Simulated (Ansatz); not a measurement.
# TaNi3: which magnetic state does the SCF reach?

Computed with Ansatz 0.2.0 (DFT r2SCAN, PAW, plane waves, scalar-relativistic, unless a step's input says otherwise).

**1. The starting structure**

Symmetry: I4/mmm, No. 139, tetragonal system. The conventional cell has a = 3.627 Å, b = 3.627 Å, c = 7.455 Å, α = 90.00°, β = 90.00°, γ = 90.00°. Ni (site symmetry -4m2) has 8 Ni at 2.56 to 2.60 Å and 4 Ta at 2.60 Å as nearest neighbours. Around Ta (site symmetry 4/mmm) lie 12 Ni at 2.56 to 2.60 Å. Ni (site symmetry 4/mmm) has 4 Ta at 2.56 Å and 8 Ni at 2.60 Å as nearest neighbours.

As a file:

```
Ni Ta
1.0
    -1.81350    1.81350    3.72750
     1.81350   -1.81350    3.72750
     1.81350    1.81350   -3.72750
Ni Ta
3 1
Direct
  0.75000 0.25000 0.50000
  0.25000 0.75000 0.50000
  0.50000 0.50000 0.00000
  0.00000 0.00000 0.00000
```

Labels such as Ni4 number the atoms in the order of the input file.

The first starts: parallel moments, plain SCF; opposed moments +-+, plain SCF; no spin polarisation; spin on, no moments given (the program may seed its own), plain SCF. Further starts follow from what these give.

“Plain SCF” means no search for lower states. 

The total moment includes the space between the atomic spheres.

**2. Parallel moments, plain SCF**

input.yaml reads:

```yaml
crystal:
  lattice:
    - [-1.8135, 1.8135, 3.7275]
    - [1.8135, -1.8135, 3.7275]
    - [1.8135, 1.8135, -3.7275]
  atoms:
    - { symbol: Ni, position: [0.75, 0.25, 0.5], spin: 2.0 }
    - { symbol: Ni, position: [0.25, 0.75, 0.5], spin: 2.0 }
    - { symbol: Ta, position: [0.0, 0.0, 0.0] }
    - { symbol: Ni, position: [0.5, 0.5, 0.0], spin: 2.0 }
magnetization:
  spin_polarized: true
hamiltonian:
  xc: r2scan
  pseudopotentials: { kind: paw }
basis:
  ecutwfc: 500
kpoints:
  mp_grid: { grid: [6, 6, 8] }
scf:
  occupations: { method: fermi_dirac, width: 0.1 }
  lower_state_search: "off"
output:
  forces: true
  stress: true
  write_density: true
  write_potential: true
  elf: true
  volumetric_format: npy
```

Launch:

```console
$ ansatz run input.yaml --threads 2 --pin off --max-ram 5120MiB --backend cpu --events-out ev --progress --plain --runs-dir out
```

Q: Estimate wall time and peak memory on 2 threads of Arm Neoverse V2, shared host.

About 95 s, with a peak of 0.79 GiB.
